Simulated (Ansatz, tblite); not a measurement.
# GeEtBr3 (C2H5Br3Ge): rung by rung

Aim: run the singlet of GeEtBr3 (C2H5Br3Ge) at one geometry on many levels, and compare frontier levels, spin and run time.

Program: Ansatz 0.2.0, Gaussian basis. Level of theory: as each input shows. These are calculated values, not measurements.

The runs, in order: GFN1-xTB, GFN2-xTB, PBE-D4/def2-TZVP, r2SCAN-D4/def2-TZVP, B97M-V/def2-TZVP, LC-ωPBE/def2-TZVP, BHLYP-D4/def2-TZVP, PBE+10HF/def2-SVP, PBE+15HF/def2-SVP, PBE+40HF/def2-SVP, PBE-D4/def2-SVP, PBE0-D4/def2-SVP, HF/STO-3G, HF/6-31G, B3LYP-D4/6-31G, MP2/def2-TZVP, RPA/def2-TZVP.

2 further runs of the same task are left out: 2 set aside as unsound or not needed.

## (1) The geometry

The singlet was relaxed beforehand with PBE-D4/def2-SVP.

11 atoms, charge 0, spin multiplicity 1.

Bond lengths: Ge1–C2 1.966 Å, Ge1–Br9 2.327 Å, Ge1–Br10 2.327 Å, Ge1–Br11 2.324 Å, C2–C3 1.527 Å, C2–H4 1.110 Å, C2–H5 1.110 Å, C3–H6 1.109 Å, C3–H7 1.108 Å, C3–H8 1.109 Å. Angles: C2–Ge1–Br9 110.3°, C2–Ge1–Br10 110.2°, C2–Ge1–Br11 110.9°, Br9–Ge1–Br10 108.0°, Br9–Ge1–Br11 108.6°, Br10–Ge1–Br11 108.6°, Ge1–C2–C3 112.9°, Ge1–C2–H4 105.2°, Ge1–C2–H5 105.1°, C3–C2–H4 112.7°, C3–C2–H5 112.8°, H4–C2–H5 107.6°, C2–C3–H6 110.3°, C2–C3–H7 111.6°, C2–C3–H8 111.6°, H6–C3–H7 107.7°, H6–C3–H8 107.7°, H7–C3–H8 107.8°.

PBE0-D4/def2-TZVP was run before; its log isn't repeated, and its numbers join the tables.

## (2) GFN1-xTB

Tight binding, by tblite at 300 K electronic temperature and without a spin-polarisation term:

```python
tblite.interface.Calculator('GFN1-xTB', numbers, positions, charge=0, uhf=0).singlepoint()
```

Energy -554.9251 eV, HOMO -11.43 eV, LUMO -6.87 eV; 0.01 s.

## (3) GFN2-xTB

Tight binding, by tblite at 300 K electronic temperature and without a spin-polarisation term:

```python
tblite.interface.Calculator('GFN2-xTB', numbers, positions, charge=0, uhf=0).singlepoint()
```

Energy -575.7470 eV, HOMO -12.07 eV, LUMO -7.83 eV; 0.01 s.

## (4) PBE-D4/def2-TZVP

start.molden holds the orbitals of an earlier run on this state, given as this run's starting guess.

Contents of in.yaml:

```yaml
crystal:
  periodic: [false, false, false]
  atoms:
    - {symbol: Ge, position_ang: [-0.299255, -0.435767, -1.333638]}
    - {symbol: C, position_ang: [-0.262662, -0.423647, 0.632406]}
    - {symbol: C, position_ang: [0.509082, 0.763676, 1.204346]}
    - {symbol: H, position_ang: [0.177879, -1.400889, 0.920496]}
    - {symbol: H, position_ang: [-1.328780, -0.432067, 0.941355]}
    - {symbol: H, position_ang: [0.502585, 0.729161, 2.312609]}
    - {symbol: H, position_ang: [1.566851, 0.759974, 0.872873]}
    - {symbol: H, position_ang: [0.060328, 1.728838, 0.894713]}
    - {symbol: Br, position_ang: [1.866005, -0.515846, -2.182493]}
    - {symbol: Br, position_ang: [-1.315445, 1.500026, -2.131636]}
    - {symbol: Br, position_ang: [-1.476588, -2.273458, -2.131040]}
basis:
  gaussian: {orbitals: def2-TZVP, initial_orbitals: start.molden}
hamiltonian: {xc: pbe, dispersion: d4}
scf: {omitted_lower_state_checks: [starts]}
output: {orbitals: {seedname: orbitals}}
```

Started as:

```sh
> ansatz run in.yaml --threads 2 --pin off --events-out ev --progress --plain --max-ram 22528MiB --backend cuda --devices 0, --max-vram 18GiB
```

Further steps of the session: r2SCAN-D4/def2-TZVP; B97M-V/def2-TZVP; LC-ωPBE/def2-TZVP; BHLYP-D4/def2-TZVP; PBE+10HF/def2-SVP; PBE+15HF/def2-SVP; PBE+40HF/def2-SVP; PBE-D4/def2-SVP; PBE0-D4/def2-SVP; HF/STO-3G; HF/6-31G; B3LYP-D4/6-31G; MP2/def2-TZVP; RPA/def2-TZVP.

**Question.** What will the summary of the whole plan be? Wanted: gap in def2-TZVP, named functionals, smallest and largest; gap over the share of exact exchange; correlation energy, MP2/def2-TZVP; binding an atom, functionals in def2-TZVP; PBE0 total energy, smallest basis above largest.

The runs gave:

| quantity | value |
| --- | --- |
| gap in def2-TZVP, named functionals, smallest and largest | 4.21 eV (PBE-D4), 11.22 eV (LC-ωPBE) |
| gap over the share of exact exchange | 4.23 eV at 0, 7.75 eV at 0.4 |
| correlation energy, MP2/def2-TZVP | -38.34 eV |
| binding an atom, functionals in def2-TZVP | 3.42 (BHLYP-D4) to 3.58 eV (PBE-D4) |
| PBE0 total energy, smallest basis above largest | 34.94 eV (def2-SVP, def2-TZVP) |

**Reading.** Over the named functionals in def2-TZVP the gap runs from 4.21 eV (PBE-D4) to 11.22 eV (LC-ωPBE); exact exchange widens it. Raising the share of exact exchange from 0 to 0.4 moves the HOMO by -2.19 eV and the LUMO by +1.33 eV.
